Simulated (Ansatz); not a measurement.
# ClGaHP: the cost of one run

Program: Ansatz 0.2.0, Gaussian basis. Level of theory: cc-pVDZ, all electrons in the functionals, frozen cores in the correlation of double hybrids and RPA. These are calculated values, not measurements.

Plan: B2PLYP, PBE-QIDH, RPA-PBE, at charge 0, triplet; charge 0, singlet; charge 0, quintet; charge 1, doublet; charge 1, quartet (not every functional at every point).

5 further runs of the same task are left out: 1 for a known fault of the program, 4 set aside as unsound or not needed. Runs told in other sessions of the task aren't counted.

## 1. What is computed

The geometry is a PBE0/def2-TZVP stationary point (not a proven minimum). No spin-orbit coupling is included. The filled d shell of Ga may be among the frozen orbitals whatever the setting's name suggests.

4 atoms, charge 0, spin multiplicity 3.

Atoms are counted from 1 here; the program's logs count them from 0.

Bond lengths: Cl1–Ga2 2.184 Å, Ga2–P3 2.412 Å, P3–H4 1.425 Å. Angles: Cl1–Ga2–P3 113.4°, Ga2–P3–H4 92.1°.

No dispersion term is added.

The geometry shown and the zero of energy belong to the point charge 0, triplet. The yardstick, UCCSDT(Q), and other wave-function levels (R restricted, U unrestricted, valence and pair active spaces) come from earlier runs.

## 2. B2PLYP, charge 0, triplet

Contents of in.yaml:

```yaml
crystal:
  periodic: [false, false, false]
  atoms:
    - {symbol: Cl, position_ang: [0.000000, -0.625051, 1.817798]}
    - {symbol: Ga, position_ang: [0.000000, 0.609865, 0.016318]}
    - {symbol: P, position_ang: [0.000000, -0.673793, -2.025381]}
    - {symbol: H, position_ang: [0.000000, 0.504215, -2.828036]}
basis:
  gaussian: {orbitals: cc-pVDZ}
magnetization: {spin_polarized: true, initial_magnetization: 2}
hamiltonian: {xc: {name: B2PLYP}}
correlation: {electrons: outside_noble_gas}
```

Command:

```sh
$ ansatz run in.yaml --threads 1 --pin off --events-out ev --progress --plain --max-ram 4096MiB --backend cpu
```

**Question.** How long does this run take on 1 thread of AMD EPYC 7R13, shared host?

About 3.6 s.
